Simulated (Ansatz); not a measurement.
Predict the output of the script below (the Python package of Ansatz (0.2.0)).

Script `mgbr2o2.py`:
```python
"""Density of MgBr2O2 less that of its sublattices."""

import ansatz as az
import numpy as np

vectors0 = np.array([
    [3.907991, -4.394797, 0.0],
    [3.907991, 4.394797, 0.0],
    [-0.427198, 0.0, 3.796759],
])
sites = [
    ("Mg", (0.0, 0.0, 0.0)),
    ("Br", (0.237712, 0.237712, 0.556403)),
    ("Br", (0.762288, 0.762288, 0.443597)),
    ("O", (0.228211, 0.771789, 0.0)),
    ("O", (0.771789, 0.228211, 0.0)),
]


def on_lattice(cell):
    crystal = az.Crystal(lattice=az.Lattice.of(cell))
    for symbol, position in sites:
        crystal = crystal.atom(symbol, position)
    return crystal


def main() -> None:
    # one cutoff and one grid for all runs, so that the fields can be subtracted
    def solve(crystal):
        return (
            crystal.calculation()
            .functional("pbesol")
            .occupations("fermi_dirac", width=0.05)
            .basis(460, grid_basis="typed")  # plane waves up to this kinetic energy
            .kpoints(4, 4, 6)
            .density()
            .run(threads=1)
        )


    whole = solve(on_lattice(vectors0))
    difference = whole.density().channels[0].density_e_per_ang3.copy()
    binding = whole.report["free_energy_ev"]
    for element in ["Mg", "Br", "O"]:
        part = az.Crystal(lattice=az.Lattice.of(vectors0))
        for symbol, position in sites:
            if symbol == element:
                part = part.atom(symbol, position)
        alone = solve(part)
        difference -= alone.density().channels[0].density_e_per_ang3
        binding -= alone.report["free_energy_ev"]
        print(f"{element} sublattice: {alone.report['n_electrons']:g} electrons, {alone.report['n_iterations']} iterations")

    voxel = abs(np.linalg.det(vectors0)) / difference.size
    print(f"energy of the crystal less its unpolarised sublattices: {binding / len(sites):.4f} eV/atom")
    print(f"net charge of the difference {difference.sum() * voxel:.5f} e, charge rearranged {0.5 * np.abs(difference).sum() * voxel:.3f} e")
    print(f"extremes {difference.min():.4f} and {difference.max():.4f} e/A^3")
    for (symbol, position) in sites:
        index = tuple(int(round(p * n)) % n for p, n in zip(position, difference.shape))
        print(f"  change of the pseudo-density at the grid point nearest {symbol}: {difference[index]:+.4f} e/A^3")
    profile = difference.mean(axis=(0, 1))
    print("planar mean along the third vector:", np.round(profile[:: max(len(profile) // 12, 1)], 4))


if __name__ == "__main__":
    main()
```

Output of `python mgbr2o2.py`:
```text
Mg sublattice: 10 electrons, 6 iterations
Br sublattice: 14 electrons, 8 iterations
O sublattice: 12 electrons, 10 iterations
energy of the crystal less its unpolarised sublattices: -2.3304 eV/atom
net charge of the difference -0.00000 e, charge rearranged 0.926 e
extremes -0.2609 and 0.6279 e/A^3
  change of the pseudo-density at the grid point nearest Mg: -0.0216 e/A^3
  change of the pseudo-density at the grid point nearest Br: -0.0074 e/A^3
  change of the pseudo-density at the grid point nearest Br: -0.0074 e/A^3
  change of the pseudo-density at the grid point nearest O: -0.0125 e/A^3
  change of the pseudo-density at the grid point nearest O: -0.0125 e/A^3
planar mean along the third vector: [ 0.0127  0.0048  0.0015  0.0008  0.0002 -0.0031 -0.008  -0.0094 -0.0057
 -0.001   0.0007  0.001   0.0024  0.0096]
```

Grid values close to the nuclei reflect the PAW or pseudopotential construction, not the all-electron fields. This cell is a computed structure, which may not be the phase found in nature. Charge moved counts every rearrangement, bonding and polarisation too, and is no transfer between atoms; the bare sublattices are artificial references. Values near the nuclei depend on the potentials. It ran for 16 s on 1 thread of Arm Neoverse V2, with other jobs on the host, peak memory 0.46 GiB.
